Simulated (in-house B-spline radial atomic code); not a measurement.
# Ru⁴⁺: ionisation energy by several methods

The task here is to estimate one member of a computed series from the others.

The numbers are computed with in-house B-spline radial atomic code version 1 (non-relativistic, several functionals, spin-polarised, exact exchange averaged over the configuration; spherical all-electron atom at the radial basis limit), except any that are marked as measured or tabulated.

## Starting point

* element: ruthenium (Z = 44)
* charge: +4
* electrons: 40
* configuration: [Kr] 4d4
* nucleus: point

Outer shells as boxes (Hund's rule):

[Kr] 4d4
```
[Kr] core
4d [↑ ][↑ ][↑ ][↑ ][  ]
```

Where spins are not typed, each open shell is filled with up spins first.

Set-up of the first run:

Input settings:

```ini
Z = 44
electrons = 40.0
configuration = [Kr] 4d4
hamiltonian = nr
method = m062x
spin_polarised = True
exact_exchange = averaged over the configuration
```

Command:

```sh
> python run_scf.py task.json out
```

task.json lists these runs, among others, and the program works through them in turn.

Steps of the session up to this table: M06-2X, a global hybrid; ωB97X, a range-separated hybrid; B97-1, a global hybrid; B3LYP, a global hybrid; PBE0, a global hybrid.

One of the session's tables, all rows but one given; the rest of the session is left out.

```
method  ΔSCF (eV)
M06-2X     61.174
 B97-1     61.379
 B3LYP          ?
  PBE0     61.654
 ωB97X     61.242
```

Estimate the missing values for B3LYP.

**Answer.** ΔSCF (eV): 61.543. In the column «ΔSCF (eV)» it lies between B97-1 (61.379) and PBE0 (61.654).

To keep in mind: These runs leave out relativity, which matters at this nuclear charge.
